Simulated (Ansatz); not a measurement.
**C₂H₇Cl₂NSi₂: up Jacob's ladder to CCSD(T)**

Aim: compute C₂H₇Cl₂NSi₂ with functionals from several rungs and with coupled cluster. The yardstick is the atomisation energy at the CCSD(T) limit.

Computed with Ansatz 0.2.0, Gaussian basis. Level: functionals in def2-TZVPP, the program's frozen cores in correlated methods.

Levels to be run: PBE-D4, r2SCAN-D4, PBE0-D4, B3LYP-D4, ωB97X-V, ωB97M-V, B2PLYP; CCSD(T)/def2-TZVPP; MP2/def2-QZVPP; extrapolation to the limit.

## 1. The geometry

All runs share one geometry, relaxed beforehand with PBE0-D4 in a triple-zeta def2 set.

SMILES `C=CN([SiH2]Cl)[SiH2]Cl`, 14 atoms, charge 0, spin multiplicity 1.

Atoms are counted from 1 here; the program's logs count them from 0.

Bond lengths: C1–C2 1.331 Å, C1–H8 1.085 Å, C1–H9 1.081 Å, C2–N3 1.404 Å, C2–H10 1.087 Å, N3–Si4 1.733 Å, N3–Si6 1.741 Å, Si4–Cl5 2.054 Å, Si4–H11 1.479 Å, Si4–H12 1.473 Å, Si6–Cl7 2.048 Å, Si6–H13 1.479 Å, Si6–H14 1.479 Å. Angles: C2–C1–H8 123.7°, C2–C1–H9 119.6°, H8–C1–H9 116.7°, C1–C2–N3 126.5°, C1–C2–H10 119.2°, N3–C2–H10 114.3°, C2–N3–Si4 118.2°, C2–N3–Si6 116.5°, Si4–N3–Si6 125.0°, N3–Si4–Cl5 112.1°, N3–Si4–H11 106.3°, N3–Si4–H12 111.2°, Cl5–Si4–H11 107.3°, Cl5–Si4–H12 107.4°, H11–Si4–H12 112.6°, N3–Si6–Cl7 107.8°, N3–Si6–H13 110.7°, N3–Si6–H14 110.9° and more.

## 2. PBE-D4 (GGA)

Input file in.yaml:

```yaml
crystal:
  periodic: [false, false, false]
  atoms:
    - {symbol: C, position_ang: [-0.766694, 2.054657, -0.385664]}
    - {symbol: C, position_ang: [0.225607, 1.171026, -0.463811]}
    - {symbol: N, position_ang: [0.164274, -0.187686, -0.114610]}
    - {symbol: Si, position_ang: [1.604811, -1.138611, -0.269110]}
    - {symbol: Cl, position_ang: [2.601067, -1.326201, 1.517644]}
    - {symbol: Si, position_ang: [-1.321412, -0.737520, 0.606985]}
    - {symbol: Cl, position_ang: [-1.065997, -2.696282, 1.147294]}
    - {symbol: H, position_ang: [-1.762845, 1.811024, -0.032184]}
    - {symbol: H, position_ang: [-0.595220, 3.077799, -0.689136]}
    - {symbol: H, position_ang: [1.193954, 1.494029, -0.836739]}
    - {symbol: H, position_ang: [2.492511, -0.399295, -1.192257]}
    - {symbol: H, position_ang: [1.297183, -2.497253, -0.747788]}
    - {symbol: H, position_ang: [-1.631691, 0.044130, 1.823175]}
    - {symbol: H, position_ang: [-2.435547, -0.669828, -0.363809]}
basis:
  gaussian: {orbitals: def2-TZVPP}
hamiltonian: {xc: pbe, dispersion: d4}
output: {forces: true, orbitals: {seedname: orbitals}}
```

On the command line:

```sh
ansatz run in.yaml --threads 2 --pin off --events-out ev --progress --plain --max-ram 32768MiB --backend cuda --devices 0, --max-vram 18GiB
```

After this run come: r2SCAN-D4 (meta-GGA); PBE0-D4 (hybrid); B3LYP-D4 (hybrid); ωB97X-V (range-separated); ωB97M-V (range-separated); B2PLYP (double hybrid); CCSD(T) in def2-TZVPP; MP2 in def2-QZVPP.

Q: Predict the results of all the runs planned. Wanted: atomisation energy, CCSD(T)/CBS; farthest; mean size of error, hybrid; mean size of error, range-separated; gap, smallest and largest; T1 diagnostic; triples share of the correlation energy.

The runs gave:

| quantity | value |
| --- | --- |
| atomisation energy, CCSD(T)/CBS | 1216.7 kcal/mol |
| functionals within 6.1 kcal/mol (0.5 %) | r2SCAN-D4, PBE0-D4, B3LYP-D4, ωB97X-V, ωB97M-V |
| farthest | B2PLYP (-18.3 kcal/mol) |
| mean size of error, hybrid | 1.4 kcal/mol |
| mean size of error, range-separated | 5.8 kcal/mol |
| gap, smallest and largest | 4.94 eV (PBE-D4), 11.43 eV (ωB97X-V) |
| T1 diagnostic | 0.0109 |
| triples share of the correlation energy | 4.2 % |

**Reading.** PBE-D4 misses by +15.7 kcal/mol. Double hybrids carry the basis error of their MP2 part in triple zeta, and no dispersion term here, so their miss is partly the set-up's. The reference freezes the cores and leaves out relativity and excitations past (T), so misses under about 6.1 kcal/mol can't be ranked. Hartree-Fock recovers 73 % of the binding; the rest is correlation. The gap grows from 4.9 to 11.4 eV across the functionals, mostly with the share of exact exchange.
